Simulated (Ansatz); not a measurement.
# SnO2: the cost of one run

Method: DFT r2SCAN, scalar-relativistic, plane waves, PAW, in Ansatz 0.2.0.

### 1 The system as given

Symmetry: R-3m, No. 166, trigonal system. Conventional cell: a = 3.234 Å, b = 3.234 Å, c = 14.402 Å, α = 90.00°, β = 90.00°, γ = 120.00°. Sn (site symmetry -3m) has 6 O at 2.13 Å as nearest neighbours. O (site symmetry 3m) has 3 Sn at 2.13 Å as nearest neighbours.

Structure file:

```xyz
3
Lattice="1.6171 0.9336 4.8006 -1.6171 0.9336 4.8006 0.0000 -1.8673 4.8006" Properties=species:S:1:pos:R:3 pbc="T T T"
Sn    0.0000    0.0000    7.2009
O     0.0000    0.0000    3.4157
O     0.0000    0.0000   10.9861
```

It goes back to an entry of the Materials Project, which need not be the stable form.

No relaxation comes first: the listed cell is the starting point.

### 2 Next: an axial (c/a) deformation path

At fixed volume and fractional coordinates, lengths along (0.000, 0.000, 1.000) are scaled against those across it; ρ is that ratio over its starting value.

### 3 ρ = 0.850

The input, input.yaml:

```yaml
crystal:
  lattice:
    - [1.7071121059, 0.9856016339, 4.307653879]
    - [-1.7071121059, 0.9856016339, 4.307653879]
    - [0.0, -1.9712032677, 4.307653879]
  atoms:
    - { symbol: Sn, position: [0.5, 0.5, 0.5] }
    - { symbol: O, position: [0.23717, 0.23717, 0.23717] }
    - { symbol: O, position: [0.76283, 0.76283, 0.76283] }
basis:
  ecutwfc: 500
kpoints:
  mp_grid: { grid: [12, 12, 12] }
hamiltonian:
  xc: r2scan
scf:
  occupations: { method: gaussian, width: 0.05 }
output:
  forces: true
  stress: true
  eigenvalues: true
```

Started as:

```console
$ ansatz run input.yaml --threads 1 --pin off --max-ram 2560MiB --backend cpu --events-out ev --progress --plain --runs-dir out
```

**Question.** How long does this run take on 1 thread of Intel Xeon at 2.70GHz, shared host, and how much memory does it need?

About 13 s, with a peak of 0.65 GiB.
